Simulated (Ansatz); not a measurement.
## C2H3NSe, SMILES CN=C=[Se]: energies of removing a hydrogen, step by step

Computed with Ansatz's Python interface.

The cells in order, each with its output:

```python
import ansatz as az
from ase import Atoms
```

```python
def energy(molecule, charge=0, unpaired=0):
    calc = molecule.calculation().basis(gaussian="6-31G*").functional("B3LYP")
    if charge:
        calc = calc.charge(charge)
    if unpaired:
        calc = calc.spin("collinear", total=unpaired)
    report = calc.run().report
    if report["published_state_doubts"]:
        print("  doubts:", report["published_state_doubts"])
    return report["free_energy_ev"]
```

```python
def without(molecule, index):
    rest = az.Crystal.molecule()
    for i, site in enumerate(molecule.cartesian_sites):
        if i != index:
            rest = rest.atom(site.symbol, site.position_ang)
    return rest
```

```python
atoms = Atoms(["C", "N", "C", "Se", "H", "H", "H"], positions=[
    (0.2641, 0.8839, 0.1108),
    (0.3874, -0.4186, 0.6308),
    (-0.1843, -1.428, 0.0737),
    (-0.9604, -2.967, -0.7463),
    (-0.4288, 0.923, -0.8247),
    (-0.2511, 1.5872, 0.8728),
    (1.2343, 1.3515, -0.1629),
])
geometry = az.Crystal.molecule_from_ase(atoms)
```

```python
whole = energy(geometry, 0)
hydrogen = energy(az.Crystal.molecule().atom("H", (0, 0, 0)), 0, 1)
print(f"E(molecule) = {whole:.5f} eV, E(H) = {hydrogen:.5f} eV")
for index in [6]:
    radical = energy(without(geometry, index), 0, 1)
    print(f"H{index}: homolysis {(radical + hydrogen - whole):.3f} eV")
```

    E(molecule) = -68953.92848 eV, E(H) = -13.61312 eV
    H6: homolysis 4.712 eV

Notes:
- Total energies depend on the basis set; only differences at equal settings carry meaning.
- The geometry is a force-field or estimated start, not a minimum of this method, and the basis set is short of its limit. All parts are taken at fixed geometry, without zero-point energy.
- b3lyp holds the VWN-RPA fit, as in Gaussian; the form of ORCA and Turbomole is b3lyp5.
- The spin-orbit lowering of heavy atoms is left out.
- The whole script took 8.1 s on 1 thread of Arm Neoverse V1, with other jobs on the host, peak memory 0.29 GiB.

(Lines on the test bed's own set-up are left out of the output.)
